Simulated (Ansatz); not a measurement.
MnRu:

```
CELL_PARAMETERS angstrom
2.62522 0.00000 0.00000
-1.31261 2.27351 0.00000
0.00000 0.00000 4.06551
ATOMIC_POSITIONS crystal
Ru 0.33333 0.66667 0.00000
Mn 0.66667 0.33333 0.50000
```

The cell comes from a database or a generator and needn't be the stable form of this composition.

| Quantity | Value |
| --- | --- |
| Program | Ansatz 0.2.0 |
| Task | relaxation of cell and atoms |
| Functional | PBE |
| Potentials or basis | Ansatz PAW |
| Cutoff | 420 eV (not typed: the program's choice for these potentials) |
| k mesh | 12 × 12 × 7 |
| Occupations | methfessel-paxton, width 0.1 eV |
| Spin | collinear spin, random start |
| Starting moments | [-0.71, -4.58] μB |
| Hubbard terms | Mn d U = 4.8 eV, Ru d U = 0.5 eV |

At the start: volume 12.13 Å³/atom.

Q: How do energy, volume and symmetry change on relaxing?

A: It ends after 11 steps and the volume is 15.56 Å³/atom (+28.2 %); space group P-6m2 (No. 187, to 0.05 Å); moment 3.99 μB per cell.

The path:
```tsv
step	energy change (eV)	largest force (eV/Å)	volume (Å³)
1	0.0000	0.0000	24.26
2	-0.8399	0.0000	27.80
3	-1.0044	0.0000	29.97
4	-1.0195	0.0000	30.80
5	-1.0198	0.0000	30.93
6	-1.0198	0.0000	30.94
7	-1.0314	0.0000	30.94
8	-1.0318	0.0000	31.10
9	-1.0318	0.0000	31.12
10	-1.0319	0.0000	31.12
11	-1.0319	0.0000	31.12
```

Final structure:
```xyz
2
Lattice="2.8437 0.0000 0.0000 -1.4219 2.4628 0.0000 0.0000 0.0000 4.4431" Properties=species:S:1:pos:R:3 pbc="T T T"
Ru    0.0000    1.6418    0.0000
Mn    1.4219    0.8209    2.2216
```

Caveat: the magnetic or orbital state may not be the lowest; the electronic state changed during the relaxation; the volume moved by over 15 % at a fixed basis, so the end points are rough; the plane-wave basis is chosen anew once the cell has moved, so the energies of steps on either side of that aren't comparable; the U is typed as a test and isn't derived for this compound; the starting moments weren't kept.
